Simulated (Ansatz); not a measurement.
**Al: strong compression**

The task here is to estimate one member of a computed series from the others.

Method: DFT, LDA, PAW with Ansatz's default frozen-core files, scalar-relativistic, in Ansatz 0.2.0.

### Starting point

The structure is cubic, space group Fd-3m (No. 227). The conventional cell has a = 5.406 Å, b = 5.406 Å, c = 5.406 Å, α = 90.00°, β = 90.00°, γ = 90.00°. Al (site symmetry -43m) is surrounded by 4 Al at 2.34 Å.

Structure file:

```
CELL_PARAMETERS angstrom
0.00000 2.70300 2.70300
2.70300 0.00000 2.70300
2.70300 2.70300 0.00000
ATOMIC_POSITIONS crystal
Al 0.87500 0.87500 0.87500
Al 0.12500 0.12500 0.12500
```

Whether this phase is the stable one at these pressures isn't tested.

Atoms are numbered in the order of the input: Al1, Al2.

Set-up of the first run:

Contents of input.yaml:

```yaml
crystal:
  lattice:
    - [0.0, 2.7030030601, 2.7030030601]
    - [2.7030030601, 0.0, 2.7030030601]
    - [2.7030030601, 2.7030030601, 0.0]
  atoms:
    - { symbol: Al, position: [-0.125, -0.125, -0.125] }
    - { symbol: Al, position: [0.125, 0.125, 0.125] }
kpoints:
  mp_grid: { grid: [12, 12, 12] }
scf:
  occupations: { method: fermi_dirac, width: 0.08 }
hamiltonian:
  xc: lda
  pseudopotentials: { kind: paw }
output:
  forces: true
  stress: true
relax:
  f_tol: 0.005
  max_steps: 40
  cell: {}
```

Launch:

```sh
$ ansatz run input.yaml --threads 1 --pin off --max-ram 2048MiB --backend cpu --events-out ev --progress --plain --runs-dir out
```

Steps of the session up to this table: Cell relaxed at zero pressure, PAW; Volume scaled by 1, PAW; Volume scaled by 0.95, PAW; Volume scaled by 0.95, PAW (cutoff 800 eV); Volume scaled by 0.85, PAW; Volume scaled by 0.75, PAW; Volume scaled by 0.65, PAW; Volume scaled by 0.55, PAW; Volume scaled by 0.45, PAW; Volume scaled by 0.4, PAW.

One table of the session follows, with a row left open; its other results are not shown here.

```
             method  volume over the first  volume (Å³/atom)  pressure (GPa)
                PAW                      1            26.364            0.01
                PAW                   0.95            25.046            2.36
                PAW                   0.85            22.409            9.29
                PAW                   0.75                 ?               ?
                PAW                   0.65            17.137           40.88
                PAW                   0.55            14.500           76.72
                PAW                   0.45            11.864          145.61
                PAW                    0.4            10.546          204.48
PAW (cutoff 800 eV)                   0.95            25.046            2.36
```

**Question.** Estimate the row for PAW, 0.75.

As computed: volume (Å³/atom): 19.773; pressure (GPa): 20.92. In the column «volume (Å³/atom)» it lies between PAW, 0.65 (17.137) and PAW, 0.85 (22.409).
